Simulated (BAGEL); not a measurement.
**quartet C2H5Se: levels of theory compared**

Wanted: a comparison of 4 runs (UHF/STO-3G, UHF/3-21G, ROHF/def2-SVP, UHF/def2-SVP) of quartet C2H5Se. 

Program for the calculation: BAGEL 1.2.2.

2 further runs of the same task are left out: 2 set aside as unsound or not needed.

### 1 The molecule

C2H5Se: 8 atoms, total charge 0, spin state quartet. SMILES of the parent species: `C[CH][SeH]`. The shape comes from GFN2-xTB, which is rough for such elements, and wasn't checked as a minimum. This is one conformer, not always the lowest. That shape belongs to the parent species and isn't relaxed for this state.

Bond lengths: C1–C2 1.485 Å, C2–Se3 1.866 Å, C1–H4 1.091 Å, C1–H5 1.090 Å, C1–H6 1.096 Å, C2–H7 1.080 Å, Se3–H8 1.453 Å. Angles: C1–C2–Se3 119.2°, C1–C2–H7 118.0°, Se3–C2–H7 115.2°, C2–C1–H4 109.6°, C2–C1–H5 110.8°, C2–C1–H6 112.4°, C2–Se3–H8 94.9°, H4–C1–H5 108.8°, H4–C1–H6 107.1°, H5–C1–H6 108.1°.

### 2 The energy at UHF/STO-3G (density fitting with qzvpp-jkfit) (run 1)

hf.json reads:

```json
{ "bagel" : [

{
  "title" : "molecule",
  "basis" : "sto-3g",
  "df_basis" : "qzvpp-jkfit",
  "angstrom" : true,
  "geometry" : [
    { "atom" : "C", "xyz" : [      -0.458280,       0.874660,      -0.432710 ] },
    { "atom" : "C", "xyz" : [      -0.031320,      -0.490130,      -0.032300 ] },
    { "atom" : "Se", "xyz" : [       1.537480,      -0.698440,       0.956940 ] },
    { "atom" : "H", "xyz" : [      -1.046500,       0.819820,      -1.349540 ] },
    { "atom" : "H", "xyz" : [       0.406060,       1.514570,      -0.608290 ] },
    { "atom" : "H", "xyz" : [      -1.087900,       1.353790,       0.325170 ] },
    { "atom" : "H", "xyz" : [      -0.799580,      -1.224450,       0.162520 ] },
    { "atom" : "H", "xyz" : [       1.480050,      -2.149810,       0.978220 ] }
  ]
},

{ "title" : "uhf", "nopen" : 3 },

{ "title" : "print", "file" : "orbitals.molden", "orbitals" : true }

]}
```

Started as:

```
BAGEL_NUM_THREADS=1 BAGEL hf.json > hf.out
```

Log:

```text
* using 1 threads per process

  ===============================================================
  ===============================================================

  *** Geometry ***

  { "atom" : "C", "xyz" : [     -0.866024,      1.652868,     -0.817703 ] },
  { "atom" : "C", "xyz" : [     -0.059186,     -0.926211,     -0.061038 ] },
  { "atom" : "Se", "xyz" : [      2.905416,     -1.319860,      1.808355 ] },
  { "atom" : "H", "xyz" : [     -1.977598,      1.549235,     -2.550261 ] },
  { "atom" : "H", "xyz" : [      0.767342,      2.862122,     -1.149502 ] },
  { "atom" : "H", "xyz" : [     -2.055833,      2.558292,      0.614482 ] },
  { "atom" : "H", "xyz" : [     -1.510987,     -2.313875,      0.307118 ] },
  { "atom" : "H", "xyz" : [      2.796889,     -4.062552,      1.848568 ] },

  Number of auxiliary basis functions:      506

  Since a DF basis is specified, we compute 2- and 3-index integrals:
    o Being stored without compression. Storage requirement is 0.004 GB

  Number of basis functions:       33
  Number of electrons      :       51

    * METHOD: MOLECULE                             0.16

  *** Open-shell HF ***

  === Nuclear Repulsion ===
   165.3692285022

      * DIIS with orbital gradients will be used.

  === UHF iteration (sto-3g) ===
      0      -2450.89562494          0.01243851           0.04
      1      -2450.92883403          0.00399442           0.04
      2      -2450.93385674          0.00152722           0.04
      3      -2450.93549210          0.00053720           0.04
      4      -2450.93595220          0.00039705           0.05
      5      -2450.93640592          0.00030030           0.04
      6      -2450.93690872          0.00021256           0.04
      7      -2450.93723594          0.00013414           0.04
      8      -2450.93740501          0.00008373           0.04
      9      -2450.93745167          0.00004906           0.04
     10      -2450.93745134          0.00005172           0.04
     11      -2450.93745757          0.00002041           0.04
     12      -2450.93745819          0.00000575           0.04
     13      -2450.93745822          0.00000185           0.04
     14      -2450.93745823          0.00000083           0.04
     15      -2450.93745824          0.00000024           0.04
     16      -2450.93745824          0.00000012           0.04
     17      -2450.93745824          0.00000004           0.04
     18      -2450.93745824          0.00000002           0.04
     19      -2450.93745824          0.00000001           0.04
     20      -2450.93745824          0.00000001           0.04
    * SCF iteration converged.

    * S^2 (UHF) is 3.7825

    * Permanent dipole moment:
           (   -0.193343,     0.335862,    -0.098097) a.u.

    * METHOD: UHF                                  1.01

    * METHOD: PRINT                                0.00

  ===============================================================
```

It took 1.3 s on 1 thread of Arm Neoverse V2, shared host.

### 3 The energy at UHF/3-21G (density fitting with qzvpp-jkfit) (run 2)

Changes to hf.json since step 2:

```diff
@@ -4,5 +4,5 @@
   "title" : "molecule",
-  "basis" : "sto-3g",
+  "basis" : "3-21g",
   "df_basis" : "qzvpp-jkfit",
-  "angstrom" : true,
+  "angstrom" : "true",
   "geometry" : [
@@ -19,5 +19,5 @@
 
-{ "title" : "uhf", "nopen" : 3 },
+{ "title" : "uhf", "charge" : 0, "nopen" : 3 },
 
-{ "title" : "print", "file" : "orbitals.molden", "orbitals" : true }
+{ "title" : "print", "file" : "orbitals.molden", "orbitals" : "true" }
```

Started as:

```
BAGEL_NUM_THREADS=1 BAGEL hf.json > hf.out
```

Log:

```text
* using 1 threads per process

  ===============================================================
  ===============================================================

  *** Geometry ***

  { "atom" : "C", "xyz" : [     -0.866024,      1.652868,     -0.817703 ] },
  { "atom" : "C", "xyz" : [     -0.059186,     -0.926211,     -0.061038 ] },
  { "atom" : "Se", "xyz" : [      2.905416,     -1.319860,      1.808355 ] },
  { "atom" : "H", "xyz" : [     -1.977598,      1.549235,     -2.550261 ] },
  { "atom" : "H", "xyz" : [      0.767342,      2.862122,     -1.149502 ] },
  { "atom" : "H", "xyz" : [     -2.055833,      2.558292,      0.614482 ] },
  { "atom" : "H", "xyz" : [     -1.510987,     -2.313875,      0.307118 ] },
  { "atom" : "H", "xyz" : [      2.796889,     -4.062552,      1.848568 ] },

  Number of auxiliary basis functions:      506

  Since a DF basis is specified, we compute 2- and 3-index integrals:
    o Being stored without compression. Storage requirement is 0.010 GB

  Number of basis functions:       50
  Number of electrons      :       51

    * METHOD: MOLECULE                             0.16

  *** Open-shell HF ***

  === Nuclear Repulsion ===
   165.3692285022

      * DIIS with orbital gradients will be used.

  === UHF iteration (3-21g) ===
      0      -2466.34680332          0.02823666           0.07
      1      -2466.41804901          0.00915236           0.07
      2      -2466.42864936          0.00419961           0.07
      3      -2466.43081249          0.00136844           0.07
      4      -2466.43197620          0.00052607           0.07
      5      -2466.43238885          0.00035490           0.07
      6      -2466.43256911          0.00025484           0.07
      7      -2466.43278169          0.00017497           0.07
      8      -2466.43288075          0.00011469           0.07
      9      -2466.43294440          0.00009508           0.07
[... 10 lines of this table left out ...]
     20      -2466.43302740          0.00000010           0.07
     21      -2466.43302740          0.00000003           0.07
     22      -2466.43302740          0.00000002           0.07
     23      -2466.43302740          0.00000001           0.07
    * SCF iteration converged.

    * S^2 (UHF) is 3.7765

    * Permanent dipole moment:
           (    0.377671,    -0.217174,     0.159783) a.u.

    * METHOD: UHF                                  1.75

    * METHOD: PRINT                                0.00

  ===============================================================
```

It took 2.1 s on 1 thread of Arm Neoverse V2, shared host.

### 4 The energy at ROHF/def2-SVP (density fitting with qzvpp-jkfit) (run 3)

hf.json reads:

```json
{ "bagel" : [

{
  "title" : "molecule",
  "basis" : "svp",
  "df_basis" : "qzvpp-jkfit",
  "angstrom" : true,
  "geometry" : [
    { "atom" : "C", "xyz" : [   -0.458280,    0.874660,   -0.432710 ] },
    { "atom" : "C", "xyz" : [   -0.031320,   -0.490130,   -0.032300 ] },
    { "atom" : "Se", "xyz" : [    1.537480,   -0.698440,    0.956940 ] },
    { "atom" : "H", "xyz" : [   -1.046500,    0.819820,   -1.349540 ] },
    { "atom" : "H", "xyz" : [    0.406060,    1.514570,   -0.608290 ] },
    { "atom" : "H", "xyz" : [   -1.087900,    1.353790,    0.325170 ] },
    { "atom" : "H", "xyz" : [   -0.799580,   -1.224450,    0.162520 ] },
    { "atom" : "H", "xyz" : [    1.480050,   -2.149810,    0.978220 ] }
  ]
},
{ "title" : "rohf", "nopen" : 3 },
{ "title" : "print", "file" : "orbitals.molden", "orbitals" : true }

]}
```

Started as:

```
BAGEL_NUM_THREADS=1 BAGEL hf.json > hf.out
```

Log:

```text
* using 1 threads per process

  ===============================================================
  ===============================================================

  *** Geometry ***

  { "atom" : "C", "xyz" : [     -0.866024,      1.652868,     -0.817703 ] },
  { "atom" : "C", "xyz" : [     -0.059186,     -0.926211,     -0.061038 ] },
  { "atom" : "Se", "xyz" : [      2.905416,     -1.319860,      1.808355 ] },
  { "atom" : "H", "xyz" : [     -1.977598,      1.549235,     -2.550261 ] },
  { "atom" : "H", "xyz" : [      0.767342,      2.862122,     -1.149502 ] },
  { "atom" : "H", "xyz" : [     -2.055833,      2.558292,      0.614482 ] },
  { "atom" : "H", "xyz" : [     -1.510987,     -2.313875,      0.307118 ] },
  { "atom" : "H", "xyz" : [      2.796889,     -4.062552,      1.848568 ] },

  Number of auxiliary basis functions:      506

  Since a DF basis is specified, we compute 2- and 3-index integrals:
    o Being stored without compression. Storage requirement is 0.029 GB

  Number of basis functions:       85
  Number of electrons      :       51

    * METHOD: MOLECULE                             0.22

  *** Open-shell HF ***

  === Nuclear Repulsion ===
   165.3692285022

      * DIIS with orbital gradients will be used.

  === ROHF iteration (svp) ===
      0      -2477.74483009          0.02492843           0.13
      1      -2477.85551921          0.01315869           0.13
      2      -2477.88024581          0.00627470           0.13
      3      -2477.88712703          0.00146658           0.13
      4      -2477.88895289          0.00053482           0.13
      5      -2477.88946554          0.00037987           0.13
      6      -2477.88987929          0.00025902           0.14
      7      -2477.89015620          0.00019342           0.13
      8      -2477.89039685          0.00010302           0.13
      9      -2477.89044529          0.00005570           0.13
[... 12 lines of this table left out ...]
     22      -2477.89045337          0.00000004           0.13
     23      -2477.89045337          0.00000002           0.13
     24      -2477.89045337          0.00000001           0.14
     25      -2477.89045337          0.00000001           0.14
    * SCF iteration converged.

    * S^2 (ROHF) is 3.7500

    * Permanent dipole moment:
           (    0.380620,    -0.372685,     0.181462) a.u.

    * METHOD: ROHF                                 3.67

    * METHOD: PRINT                                0.01

  ===============================================================
```

Wall time 4.2 s (1 thread of Arm Neoverse V2, shared host); peak memory 0.13 GiB.

### 5 A single-point energy at UHF/def2-SVP (density fitting with qzvpp-jkfit) (run 4)

input.json reads:

```json
{ "bagel" : [

{
  "title" : "molecule",
  "basis" : "svp",
  "df_basis" : "qzvpp-jkfit",
  "angstrom" : "true",
  "geometry" : [
    { "atom" : "C", "xyz" : [      -0.458280,       0.874660,      -0.432710 ] },
    { "atom" : "C", "xyz" : [      -0.031320,      -0.490130,      -0.032300 ] },
    { "atom" : "Se", "xyz" : [       1.537480,      -0.698440,       0.956940 ] },
    { "atom" : "H", "xyz" : [      -1.046500,       0.819820,      -1.349540 ] },
    { "atom" : "H", "xyz" : [       0.406060,       1.514570,      -0.608290 ] },
    { "atom" : "H", "xyz" : [      -1.087900,       1.353790,       0.325170 ] },
    { "atom" : "H", "xyz" : [      -0.799580,      -1.224450,       0.162520 ] },
    { "atom" : "H", "xyz" : [       1.480050,      -2.149810,       0.978220 ] }
  ]
},

{
  "title" : "uhf",
  "nopen" : 3
},

{
  "title" : "print",
  "file" : "orbitals.molden",
  "orbitals" : "true"
}

]}
```

Started as:

```
BAGEL_NUM_THREADS=1 BAGEL input.json > input.out
```

Log:

```text
* using 1 threads per process

  ===============================================================
  ===============================================================

  *** Geometry ***

  { "atom" : "C", "xyz" : [     -0.866024,      1.652868,     -0.817703 ] },
  { "atom" : "C", "xyz" : [     -0.059186,     -0.926211,     -0.061038 ] },
  { "atom" : "Se", "xyz" : [      2.905416,     -1.319860,      1.808355 ] },
  { "atom" : "H", "xyz" : [     -1.977598,      1.549235,     -2.550261 ] },
  { "atom" : "H", "xyz" : [      0.767342,      2.862122,     -1.149502 ] },
  { "atom" : "H", "xyz" : [     -2.055833,      2.558292,      0.614482 ] },
  { "atom" : "H", "xyz" : [     -1.510987,     -2.313875,      0.307118 ] },
  { "atom" : "H", "xyz" : [      2.796889,     -4.062552,      1.848568 ] },

  Number of auxiliary basis functions:      506

  Since a DF basis is specified, we compute 2- and 3-index integrals:
    o Being stored without compression. Storage requirement is 0.029 GB

  Number of basis functions:       85
  Number of electrons      :       51

    * METHOD: MOLECULE                             0.22

  *** Open-shell HF ***

  === Nuclear Repulsion ===
   165.3692285022

      * DIIS with orbital gradients will be used.

  === UHF iteration (svp) ===
      0      -2477.74483009          0.02492843           0.13
      1      -2477.86351016          0.01301780           0.13
      2      -2477.88932645          0.00616250           0.13
      3      -2477.89603693          0.00141589           0.13
      4      -2477.89826137          0.00052242           0.13
      5      -2477.89876994          0.00038385           0.13
      6      -2477.89926980          0.00027746           0.13
      7      -2477.89963859          0.00021056           0.13
      8      -2477.89999713          0.00009494           0.14
      9      -2477.90007299          0.00005379           0.13
[... 19 lines of this table left out ...]
     29      -2477.90010966          0.00000003           0.14
     30      -2477.90010966          0.00000002           0.13
     31      -2477.90010966          0.00000001           0.14
     32      -2477.90010966          0.00000001           0.13
    * SCF iteration converged.

    * S^2 (UHF) is 3.7806

    * Permanent dipole moment:
           (    0.397799,    -0.399544,     0.184635) a.u.

    * METHOD: UHF                                  4.60

    * METHOD: PRINT                                0.01

  ===============================================================
```

It took 5.1 s on 1 thread of Arm Neoverse V2, shared host; peak memory 0.13 GiB.

### 6 Overview of the runs

```csv
run,level,energy (Eh),dipole moment (D),⟨S²⟩,wall time
1,UHF/STO-3G (density fitting with qzvpp-jkfit),-2450.937458,1.02,3.783,1.3 s
2,UHF/3-21G (density fitting with qzvpp-jkfit),-2466.433027,1.18,3.776,2.1 s
3,ROHF/def2-SVP (density fitting with qzvpp-jkfit),-2477.890453,1.43,3.750,4.2 s
4,UHF/def2-SVP (density fitting with qzvpp-jkfit),-2477.900110,1.51,3.781,5.1 s
```

### 7 What came out

```
            quantity           value
 run 4: total energy  -2477.90011 Eh
run 4: dipole moment          1.51 D
         run 4: ⟨S²⟩           3.781
```

What this shows: The dipole moment (its size) runs from 1.02 D (UHF/STO-3G) to 1.51 D (UHF/def2-SVP). The two dipoles point in opposite directions. In run 1 the basis is minimal, so the values are rough. All runs together took 13 s, the longest 5.1 s.
